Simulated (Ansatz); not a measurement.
# GaH4 (doublet): the correlation ladder, aug-cc-pVDZ

How much of the correlation energy of GaH4 (doublet) does each wave-function method recover here?

Method: aug-cc-pVDZ, core rule «outside noble gas», up to 14 orbitals frozen; program: Ansatz 0.2.0, Gaussian basis.

The runs, in order: UHF; CCSD(T) on ROHF; CCSD(T) on UHF; BCCD(T) on ROHF; CISD as a restricted active space (open shells left free, so some higher excitations enter); CCSDT(Q) on ROHF; CCSDT(Q) on UHF.

11 further runs of the same task are left out: 8 for a known fault of the program, 3 set aside as unsound or not needed. Runs told in other sessions of the task aren't counted.

## Step 1: What is computed

The geometry is a PBE0/def2-TZVP stationary point (not a proven minimum) of the parent state, kept for this charge and spin. No spin-orbit coupling is included. The filled d shell of Ga may be among the frozen orbitals whatever the setting's name suggests.

5 atoms, charge 0, spin multiplicity 2.

Atoms are counted from 1 here; the program's logs count them from 0.

Bond lengths: Ga1–H2 1.527 Å, Ga1–H4 1.527 Å, H3–H5 0.765 Å. Angles: H2–Ga1–H4 169.3°.

In the tables R marks a restricted open-shell determinant and U an unrestricted one; energies count from the table's Hartree-Fock row.

## Step 2: UHF

Input file in.yaml:

```yaml
crystal:
  periodic: [false, false, false]
  atoms:
    - {symbol: Ga, position_ang: [0.000000, 0.000000, -0.055194]}
    - {symbol: H, position_ang: [0.000000, 1.520673, -0.197915]}
    - {symbol: H, position_ang: [0.000000, 0.382522, 2.106890]}
    - {symbol: H, position_ang: [0.000000, -1.520673, -0.197915]}
    - {symbol: H, position_ang: [0.000000, -0.382522, 2.106890]}
basis:
  gaussian: {orbitals: aug-cc-pVDZ}
magnetization: {spin_polarized: true, initial_magnetization: 1}
hamiltonian: {xc: hf}
output: {orbitals: {seedname: orbitals}}
```

Run with:

```bash
$ ansatz run in.yaml --threads 1 --pin off --events-out ev --progress --plain --max-ram 3328MiB --backend cpu
```

Standard output:

```text
Functional definition: HF
  name "HF"
  cite "Fock, Z. Phys. 61, 126 (1930) doi:10.1007/BF01340294"
  parent pbe
  exchange = exact_x
  correlation = 0
742 factors; integrals over basis functions are off by at most 1.0e-3 eV
mean field evaluation 1: about -52392.6399 eV, gradient 7.2e0 eV
mean field evaluation 2: about -52392.6401 eV, gradient 7.2e0 eV
mean field evaluation 4: about -52393.3879 eV, gradient 6.7e-1 eV
mean field evaluation 8: about -52393.4025 eV, gradient 7.4e-4 eV
mean field evaluation 16: about -52393.1864 eV, gradient 1.0e0 eV
mean field -52393.40253257 eV, -1925.4220295483 hartree, gradient 1.1e-5 eV, S^2 0.770154; 0 other end points of the search recorded, 0 dependent functions left out
reference -52393.40253257 eV, -1925.4220295483 hartree; 18, 17 occupied and 54, 55 virtual orbitals, 742 factors
Total energy: -52393.40253257 eV, -1925.4220295483 hartree
```

It took 1.5 s on 1 thread of AMD EPYC 7R13, shared host.

From the report: ⟨S²⟩ of the determinant 0.770 (pure doublet: 0.75).

## Step 3: CCSD(T) on ROHF

in.yaml: that of step 2 with these lines changed.

```diff
@@ -10,4 +10,3 @@
   gaussian: {orbitals: aug-cc-pVDZ}
-magnetization: {spin_polarized: true, initial_magnetization: 1}
-hamiltonian: {xc: hf}
-output: {orbitals: {seedname: orbitals}}
+magnetization: {spin_polarized: false, initial_magnetization: 1}
+correlation: {method: ccsd_t, electrons: outside_noble_gas}
```

The command is unchanged.

Standard output (excerpt; [...] marks lines left out):

```text
Functional definition: HF
  name "HF"
  cite "Fock, Z. Phys. 61, 126 (1930) doi:10.1007/BF01340294"
  parent pbe
[...]
742 factors; integrals over basis functions are off by at most 1.0e-3 eV
[...]
mean field -52393.31113372 eV, -1925.4186707024 hartree, gradient 6.5e-7 eV, S^2 0.750000; 6 other end points of the search recorded, 0 dependent functions left out
determinant -52393.31113372 eV, -1925.4186707024 hartree, with singles and doubles -52396.71173578 eV, -1925.5436405233 hartree
determinant -52392.07676629 eV, -1925.3733085360 hartree, with singles and doubles -52395.45411850 eV, -1925.4974239403 hartree
determinant -52390.32246959 eV, -1925.3088393214 hartree, with singles and doubles -52393.58887739 eV, -1925.4288775939 hartree
14 core orbitals not correlated: weight in the atoms' cores, before any rotation towards them, 0.997 or more for the frozen orbitals, at most 0.002 for the correlated occupied ones
reference -52393.31113372 eV, -1925.4186707024 hartree; 4, 3 occupied and 54, 55 virtual orbitals, 742 factors
second order -2.55102804 eV of doubles, -0.04057213 eV of singles
cycle   1  -3.35437848 eV  change   -1.5e-1 eV  update   1.7e-2
[...]
cycle   8  -3.35881281 eV  change   -4.9e-7 eV  update   3.5e-6
perturbative correction -0.05448967 eV, -0.0020024586 hartree
Total energy: -52396.72443620 eV, -1925.5441072550 hartree
```

Wall time 6 s (1 thread of AMD EPYC 7R13, shared host); peak memory 0.25 GiB.

From the report: correlation -3.4133 eV; T1 0.018; largest double amplitude 0.04.

## Step 4: CCSD(T) on UHF

in.yaml: that of step 3 with these lines changed.

```diff
@@ -10,3 +10,3 @@
   gaussian: {orbitals: aug-cc-pVDZ}
-magnetization: {spin_polarized: false, initial_magnetization: 1}
+magnetization: {spin_polarized: true, initial_magnetization: 1}
 correlation: {method: ccsd_t, electrons: outside_noble_gas}
```

The command is unchanged.

Standard output (excerpt; [...] marks lines left out):

```text
Functional definition: HF
  name "HF"
  cite "Fock, Z. Phys. 61, 126 (1930) doi:10.1007/BF01340294"
  parent pbe
[...]
742 factors; integrals over basis functions are off by at most 1.0e-3 eV
[...]
mean field -52393.40253257 eV, -1925.4220295483 hartree, gradient 2.9e-6 eV, S^2 0.770154; 5 other end points of the search recorded, 0 dependent functions left out
determinant -52393.40253257 eV, -1925.4220295483 hartree, with singles and doubles -52396.71467107 eV, -1925.5437483929 hartree
determinant -52392.13457336 eV, -1925.3754329066 hartree, with singles and doubles -52395.46710155 eV, -1925.4979010589 hartree
determinant -52391.31981110 eV, -1925.3454909460 hartree, with singles and doubles -52394.79286455 eV, -1925.4731233062 hartree
determinant -52390.34185023 eV, -1925.3095515469 hartree, with singles and doubles -52393.59251156 eV, -1925.4290111473 hartree
14 core orbitals not correlated: weight in the atoms' cores, before any rotation towards them, 0.998 or more for the frozen orbitals, at most 0.002 for the correlated occupied ones
reference -52393.40253257 eV, -1925.4220295483 hartree; 4, 3 occupied and 54, 55 virtual orbitals, 742 factors
second order -2.50182695 eV of doubles, -0.00000000 eV of singles
cycle   1  -3.26751964 eV  change   -1.5e-1 eV  update   1.7e-2
[...]
cycle   8  -3.27312823 eV  change   -1.8e-6 eV  update   4.0e-6
perturbative correction -0.05273045 eV, -0.0019378081 hartree
Total energy: -52396.72839125 eV, -1925.5442526002 hartree
```

Wall time 5.5 s (1 thread of AMD EPYC 7R13, shared host); peak memory 0.25 GiB.

From the report: ⟨S²⟩ of the determinant 0.770 (pure doublet: 0.75); correlation -3.3259 eV; T1 0.013; largest double amplitude 0.04.

## Step 5: BCCD(T) on ROHF

in.yaml: that of step 4 with these lines changed.

```diff
@@ -10,3 +10,3 @@
   gaussian: {orbitals: aug-cc-pVDZ}
-magnetization: {spin_polarized: true, initial_magnetization: 1}
-correlation: {method: ccsd_t, electrons: outside_noble_gas}
+magnetization: {spin_polarized: false, initial_magnetization: 1}
+correlation: {method: bccd_t, electrons: outside_noble_gas}
```

The command is unchanged.

Standard output (excerpt; [...] marks lines left out):

```text
Functional definition: HF
  name "HF"
  cite "Fock, Z. Phys. 61, 126 (1930) doi:10.1007/BF01340294"
  parent pbe
[...]
742 factors; integrals over basis functions are off by at most 1.0e-3 eV
[...]
mean field -52393.31113372 eV, -1925.4186707024 hartree, gradient 6.5e-7 eV, S^2 0.750000; 6 other end points of the search recorded, 0 dependent functions left out
determinant -52393.31113372 eV, -1925.4186707024 hartree, with singles and doubles -52396.71173578 eV, -1925.5436405233 hartree
determinant -52392.07676629 eV, -1925.3733085360 hartree, with singles and doubles -52395.45411850 eV, -1925.4974239403 hartree
determinant -52390.32246959 eV, -1925.3088393214 hartree, with singles and doubles -52393.58887739 eV, -1925.4288775939 hartree
14 core orbitals not correlated: weight in the atoms' cores, before any rotation towards them, 0.997 or more for the frozen orbitals, at most 0.002 for the correlated occupied ones
reference -52393.31113372 eV, -1925.4186707024 hartree; 4, 3 occupied and 54, 55 virtual orbitals, 742 factors
second order -2.55102804 eV of doubles, -0.04057213 eV of singles
cycle   1  -3.35705717 eV  change   -1.6e-1 eV  update   1.7e-2
[...]
cycle   8  -3.35917266 eV  change    3.2e-6 eV  update   5.9e-6
perturbative correction -0.05435805 eV, -0.0019976216 hartree
Total energy: -52396.72466443 eV, -1925.5441156424 hartree
```

Wall time 7 s (1 thread of AMD EPYC 7R13, shared host); peak memory 0.32 GiB.

From the report: correlation -3.4135 eV; largest double amplitude 0.04.

## Step 6: CISD as a restricted active space (open shells left free, so some higher excitations enter)

in.yaml: that of step 5 with these lines changed.

```diff
@@ -11,2 +11,2 @@
 magnetization: {spin_polarized: false, initial_magnetization: 1}
-correlation: {method: bccd_t, electrons: outside_noble_gas}
+correlation: {active_space: {ras: {orbitals: [3, 1, 54], electrons: 7, max_holes: 2, max_particles: 2}, fixed_orbitals: true}}
```

The command is unchanged.

Standard output:

```text
Functional definition: HF
  name "HF"
  cite "Fock, Z. Phys. 61, 126 (1930) doi:10.1007/BF01340294"
  parent pbe
  exchange = exact_x
  correlation = 0
742 factors; integrals over basis functions are off by at most 1.0e-3 eV
mean field evaluation 1: about -52392.6062 eV, gradient 9.8e0 eV
mean field evaluation 2: about -52392.6063 eV, gradient 9.8e0 eV
mean field evaluation 4: about -52393.3086 eV, gradient 6.2e-1 eV
mean field evaluation 8: about -52393.3111 eV, gradient 4.1e-5 eV
mean field evaluation 16: about -52393.3024 eV, gradient 3.8e-1 eV
mean field -52393.31113372 eV, -1925.4186707024 hartree, gradient 6.5e-7 eV, S^2 0.750000; 4 other end points of the search recorded, 0 dependent functions left out
reference -52393.31113372 eV, -1925.4186707024 hartree; 18, 17 occupied and 54, 55 virtual orbitals, 742 factors
state -52396.52091241 eV, -1925.5366278934 hartree
Total energy: -52396.52091241 eV, -1925.5366278934 hartree
```

It took 3.5 s on 1 thread of AMD EPYC 7R13, shared host.

From the report: 20,128 determinants.

## Step 7: CCSDT(Q) on ROHF

in.yaml: that of step 6 with these lines changed.

```diff
@@ -11,2 +11,2 @@
 magnetization: {spin_polarized: false, initial_magnetization: 1}
-correlation: {active_space: {ras: {orbitals: [3, 1, 54], electrons: 7, max_holes: 2, max_particles: 2}, fixed_orbitals: true}}
+correlation: {method: ccsdt_q, electrons: outside_noble_gas}
```

Run with:

```bash
$ ansatz run in.yaml --threads 2 --pin off --events-out ev --progress --plain --max-ram 49920MiB --backend cuda --devices 0, --max-vram 37GiB
```

Standard output (excerpt; [...] marks lines left out):

```text
Functional definition: HF
  name "HF"
  cite "Fock, Z. Phys. 61, 126 (1930) doi:10.1007/BF01340294"
  parent pbe
[...]
1263 factors; integrals over basis functions are off by at most 2.1e-7 eV
[...]
mean field -52393.31121679 eV, -1925.4186737551 hartree, gradient 1.1e-6 eV, S^2 0.750000; 6 other end points of the search recorded, 0 dependent functions left out
determinant -52393.31121679 eV, -1925.4186737551 hartree, with singles and doubles -52396.71182628 eV, -1925.5436438488 hartree
determinant -52392.07684786 eV, -1925.3733115338 hartree, with singles and doubles -52395.45420592 eV, -1925.4974271530 hartree
determinant -52390.32255133 eV, -1925.3088423252 hartree, with singles and doubles -52393.58898745 eV, -1925.4288816387 hartree
14 core orbitals not correlated: weight in the atoms' cores, before any rotation towards them, 0.997 or more for the frozen orbitals, at most 0.002 for the correlated occupied ones
reference -52393.31121679 eV, -1925.4186737551 hartree; 4, 3 occupied and 54, 55 virtual orbitals, 1263 factors
second order -2.55103962 eV of doubles, -0.04057218 eV of singles
cycle   1  -3.14085653 eV  change   -5.5e-1 eV  update   6.1e-2
[...]
cycle  13  -3.42936806 eV  change   -6.3e-7 eV  update   3.3e-7
perturbative correction -0.00144513 eV, -0.0000531074 hartree
Total energy: -52396.74202997 eV, -1925.5447538142 hartree
```

It took 11 s on 1 × H100 (card shared with other runs) with 2 threads of AMD EPYC 7R13, shared host; peak host memory 0.84 GiB.

From the report: correlation -3.4308 eV; T1 0.018; largest double amplitude 0.04.

## Step 8: CCSDT(Q) on UHF

in.yaml: that of step 7 with these lines changed.

```diff
@@ -10,3 +10,3 @@
   gaussian: {orbitals: aug-cc-pVDZ}
-magnetization: {spin_polarized: false, initial_magnetization: 1}
+magnetization: {spin_polarized: true, initial_magnetization: 1}
 correlation: {method: ccsdt_q, electrons: outside_noble_gas}
```

The command is unchanged.

Standard output (excerpt; [...] marks lines left out):

```text
Functional definition: HF
  name "HF"
  cite "Fock, Z. Phys. 61, 126 (1930) doi:10.1007/BF01340294"
  parent pbe
[...]
1263 factors; integrals over basis functions are off by at most 2.1e-7 eV
[...]
mean field -52393.40261607 eV, -1925.4220326166 hartree, gradient 2.8e-6 eV, S^2 0.770154; 5 other end points of the search recorded, 0 dependent functions left out
determinant -52393.40261607 eV, -1925.4220326166 hartree, with singles and doubles -52396.71476185 eV, -1925.5437517290 hartree
determinant -52392.13465474 eV, -1925.3754358972 hartree, with singles and doubles -52395.46719043 eV, -1925.4979043249 hartree
determinant -52391.31989685 eV, -1925.3454940971 hartree, with singles and doubles -52394.79295981 eV, -1925.4731268068 hartree
determinant -52390.34193192 eV, -1925.3095545488 hartree, with singles and doubles -52393.59242109 eV, -1925.4290078226 hartree
14 core orbitals not correlated: weight in the atoms' cores, before any rotation towards them, 0.998 or more for the frozen orbitals, at most 0.002 for the correlated occupied ones
reference -52393.40261607 eV, -1925.4220326166 hartree; 4, 3 occupied and 54, 55 virtual orbitals, 1263 factors
second order -2.50183805 eV of doubles, -0.00000000 eV of singles
cycle   1  -3.04254555 eV  change   -5.4e-1 eV  update   6.1e-2
[...]
cycle  13  -3.34195094 eV  change   -6.6e-7 eV  update   4.4e-7
perturbative correction -0.00140755 eV, -0.0000517264 hartree
Total energy: -52396.74597455 eV, -1925.5448987746 hartree
```

Wall time 17 s (1 × H100 (card shared with other runs) with 2 threads of AMD EPYC 7R13, shared host); peak host memory 0.84 GiB.

From the report: ⟨S²⟩ of the determinant 0.770 (pure doublet: 0.75); correlation -3.3434 eV; T1 0.013; largest double amplitude 0.04.

## Step 9: All levels against the top one

The yardstick is UCCSDT(Q), where the cluster series has nearly closed. Rows without a time are mean-field rows or come out of runs for another level: lower rungs of the coupled-cluster runs, or the Hartree-Fock search.

Differences are taken before rounding.

```tsv
method	energy from the lowest ROHF (meV)	from UCCSDT(Q) (meV)	time
ROHF	0.0	+3434.8	
UHF	-91.4	+3343.4	
RMP2	-2591.6	+843.2	
UMP2	-2593.2	+841.6	
RCCSD	-3358.8	+76.0	
UCCSD	-3364.5	+70.3	
RCCSD(T)	-3413.3	+21.5	6 s
UCCSD(T)	-3417.3	+17.6	5.5 s
BCCD(T)	-3413.5	+21.3	7 s
RCCSDT	-3429.5	+5.4	
UCCSDT	-3433.4	+1.4	
RCCSDT(Q)	-3430.9	+3.9	11 s (GPU)
UCCSDT(Q)	-3434.8	0	17 s (GPU)
```

Some runs used a GPU and others CPU threads alone; cost is compared among the CPU runs only.

Not comparable, so not listed: CISD as a restricted active space (open shells left free, so some higher excitations enter) (they don't share determinant, frozen orbitals or solution with the rows shown, or repeat one).

## Step 10: What came out

```
                         quantity                                                   value
    UCCSDT(Q) from the ROHF energy                                              -3.4348 eV
              RMP2 from UCCSDT(Q)                                              +843.2 meV
              UMP2 from UCCSDT(Q)                                              +841.6 meV
             RCCSD from UCCSDT(Q)                                               +76.0 meV
          RCCSD(T) from UCCSDT(Q)                                               +21.5 meV
          UCCSD(T) from UCCSDT(Q)                                               +17.6 meV
         RCCSDT(Q) from UCCSDT(Q)                                                +3.9 meV
levels within 1 kcal/mol (43 meV)  RCCSD(T), UCCSD(T), BCCD(T), RCCSDT, UCCSDT, RCCSDT(Q)
                    T1 diagnostic                                                   0.018
```

What this shows: RCCSD(T) misses by +21.5 meV, 0.6 % of the correlation energy. These misses are within one basis, not against nature; the frozen cores of restricted and unrestricted runs differ, which can shift their rows.
